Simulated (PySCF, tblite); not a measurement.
# BF₂H₂N: geometry, infrared bands, NMR shifts and spin-spin couplings

Aim: predict the infrared bands, NMR shifts and spin-spin couplings of BF₂H₂N (`NB(F)F`).

Programs: tblite 0.8.0 and PySCF 2.14.0, with density-fitted response routines of our own. Each step states its level of theory. These are calculated values for one molecule in the gas phase, unless marked as measured. Atoms are numbered from 0 throughout.

### Step 1. The starting structure

6 atoms, charge 0, multiplicity 1; geometry from: force field or distance geometry start.

Bonds of the start (Å): N0–B1 1.51, B1–F2 1.45, B1–F3 1.46, N0–H4 1.04, N0–H5 1.06.

### Step 2. Geometry optimisation with GFN2-xTB

Job settings and geometry (Å):

```
{"job": {"kind": "relax", "xc": "GFN2-xTB", "basis": "xTB"}, "charge": 0, "multiplicity": 1}
N     -0.830700    -0.251700    -0.280700
B      0.637200     0.022300    -0.051700
F      1.126600     1.340700     0.305900
F      1.611300    -1.050400    -0.204400
H     -1.309100     0.665500    -0.364800
H     -1.232200    -0.724300     0.574100
```

Launch:

```
> OMP_NUM_THREADS=1 python probes_run.py task.json out
```

One launch serves the whole session: the jobs run in the order shown.

**Question.** This job is followed by: GFN2-xTB harmonic vibrations, gas phase; GIAO PBE0/pcSseg-1 NMR shielding, non-relativistic, gas phase; B3LYP/pcJ-1 indirect spin-spin coupling, non-relativistic, gas phase. What will the session give for the following? strongest single infrared mode (GFN2-xTB); zero-point energy (GFN2-xTB); 1H shifts against TMS (PBE0/pcSseg-1, means over atoms taken as alike); 15N shifts against NH3 (PBE0/pcSseg-1); 11B shifts against BF3·OEt2 (PBE0/pcSseg-1); 19F shifts against CFCl3 (PBE0/pcSseg-1, means over atoms taken as alike); largest coupling of the table (B3LYP/pcJ-1).

As calculated:

| quantity | value |
| --- | --- |
| strongest single infrared mode (GFN2-xTB) | 1279 cm⁻¹, 477 km/mol |
| zero-point energy (GFN2-xTB) | 21.8 kcal/mol |
| 1H shifts against TMS (PBE0/pcSseg-1, means over atoms taken as alike) | 2.39 ppm |
| 15N shifts against NH3 (PBE0/pcSseg-1) | 50.6 ppm |
| 11B shifts against BF3·OEt2 (PBE0/pcSseg-1) | 17.2 ppm |
| 19F shifts against CFCl3 (PBE0/pcSseg-1, means over atoms taken as alike) | -139.1 ppm |
| largest coupling of the table (B3LYP/pcJ-1) | 2J(F,F) F2–F3, -116.3 Hz |

**Reading.** Relaxing lowered the energy by 1.331 eV in 33 steps; the close pair that moved most is B1–F3, from 1.457 to 1.326 Å. No mode is imaginary among the 12: a minimum at this level. The strongest single mode, at 1279 cm⁻¹, moves mainly B1. GFN2-xTB is a fitted tight-binding method: band positions and strengths are rough. Its intensities can rank the bands wrongly. At PBE0/pcSseg-1: The widest tensor belongs to F2, F3: span 173 ppm, with a paramagnetic part of -159 ppm. Of the pairs tabulated at B3LYP/pcJ-1, F2–F3 couples most strongly (-116.3 Hz; Fermi contact 56.8 Hz). Density functionals describe couplings to fluorine poorly, F–F couplings above all, so those rows are rough.
